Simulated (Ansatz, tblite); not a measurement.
# The cluster Cd2H2O3: rung by rung

How do method and basis change the picture of the cluster Cd2H2O3 (singlet)?

The runs use Ansatz 0.2.0, Gaussian basis; as each input shows.

Plan: GFN1-xTB, GFN2-xTB, PBE-D4/def2-TZVP, r2SCAN-D4/def2-TZVP, B2PLYP/def2-TZVP, PBE-QIDH/def2-TZVP, ωB97X-V/def2-TZVP, HF/def2-TZVP, HSE06-D4/def2-TZVP, CAM-B3LYP-D4/def2-TZVP, LC-ωPBE/def2-TZVP, PBE-D4/def2-SVP, PBE0-D4/def2-SVP, PBE0-D4/def2-TZVPD, PBE-D4/def2-TZVPD, r2SCAN-D4/def2-TZVPD, CCSD(T)/def2-SVP, MP2/def2-TZVP, RPA/def2-TZVP.

4 further runs of the same task are left out: 4 set aside as unsound or not needed. Runs told in other sessions of the task aren't counted.

**1. The relaxed structure**

The geometry is that of the singlet, from an earlier relaxation (r2SCAN-D4/def2-SVP). At that level it is the lowest of the isomers that a small search found.

7 atoms, charge 0, spin multiplicity 1.

Bond lengths: Cd1–O3 1.957 Å, Cd1–O5 1.965 Å, Cd2–O3 1.957 Å, Cd2–O4 1.965 Å, O4–H7 0.968 Å, O5–H6 0.968 Å. Angles: O3–Cd1–O5 174.5°, O3–Cd2–O4 174.2°, Cd1–O3–Cd2 118.0°, Cd2–O4–H7 110.2°, Cd1–O5–H6 110.2°.

Cd takes a core potential in the def2 sets. No spin-orbit coupling is included.

PBE0-D4/def2-TZVP was run before; its log isn't repeated, and its numbers join the tables.

**2. GFN1-xTB**

Tight binding, by tblite at 300 K electronic temperature and without a spin-polarisation term:

```python
tblite.interface.Calculator('GFN1-xTB', numbers, positions, charge=0, uhf=0).singlepoint()
```

Energy -455.2338 eV, HOMO -11.49 eV, LUMO -8.02 eV; 0.003 s.

**3. GFN2-xTB**

Tight binding, by tblite at 300 K electronic temperature and without a spin-polarisation term:

```python
tblite.interface.Calculator('GFN2-xTB', numbers, positions, charge=0, uhf=0).singlepoint()
```

Energy -389.2200 eV, HOMO -11.66 eV, LUMO -8.65 eV; 0.003 s.

**4. PBE-D4/def2-TZVP**

start.molden holds the orbitals of an earlier run on this state, given as this run's starting guess.

in.yaml reads:

```yaml
crystal:
  periodic: [false, false, false]
  atoms:
    - {symbol: Cd, position_ang: [-1.591022, 0.512634, -0.530417]}
    - {symbol: Cd, position_ang: [1.215372, -1.268856, -0.078860]}
    - {symbol: O, position_ang: [-0.664111, -1.208516, -0.621282]}
    - {symbol: O, position_ang: [3.133442, -1.444709, 0.307902]}
    - {symbol: O, position_ang: [-2.590393, 2.202187, -0.610902]}
    - {symbol: H, position_ang: [-2.802478, 2.507829, 0.282842]}
    - {symbol: H, position_ang: [3.299200, -1.300560, 1.250727]}
basis:
  gaussian: {orbitals: def2-TZVP, initial_orbitals: start.molden}
hamiltonian: {xc: pbe, dispersion: d4}
scf: {omitted_lower_state_checks: [starts]}
output: {orbitals: {seedname: orbitals}}
```

Started as:

```console
$ ansatz run in.yaml --threads 4 --pin off --events-out ev --progress --plain --max-ram 3916MiB
```

After this run come: r2SCAN-D4/def2-TZVP; B2PLYP/def2-TZVP; PBE-QIDH/def2-TZVP; ωB97X-V/def2-TZVP; HF/def2-TZVP; HSE06-D4/def2-TZVP; CAM-B3LYP-D4/def2-TZVP; LC-ωPBE/def2-TZVP; PBE-D4/def2-SVP; PBE0-D4/def2-SVP; PBE0-D4/def2-TZVPD; PBE-D4/def2-TZVPD; r2SCAN-D4/def2-TZVPD; CCSD(T)/def2-SVP; MP2/def2-TZVP; RPA/def2-TZVP.

Before running them: what should the planned runs give, taken together? Wanted: gap in def2-TZVP, named functionals and Hartree-Fock, smallest and largest; correlation energy, CCSD(T)/def2-SVP; correlation energy, MP2/def2-TZVP; binding an atom, functionals in def2-TZVP; PBE0 total energy, smallest basis above largest.

As calculated:

| quantity | value |
| --- | --- |
| gap in def2-TZVP, named functionals and Hartree-Fock, smallest and largest | 3.40 eV (PBE-D4), 12.10 eV (HF) |
| correlation energy, CCSD(T)/def2-SVP | -36.45 eV |
| correlation energy, MP2/def2-TZVP | -48.12 eV |
| binding an atom, functionals in def2-TZVP | 2.55 (PBE0-D4) to 2.72 eV (PBE-D4) |
| PBE0 total energy, smallest basis above largest | 10.16 eV (def2-SVP, def2-TZVPD) |

**Reading.** Over the named functionals and Hartree-Fock in def2-TZVP the gap runs from 3.40 eV (PBE-D4) to 12.10 eV (HF); exact exchange widens it. Notes on CCSD(T)/def2-SVP: large T1 diagnostic.
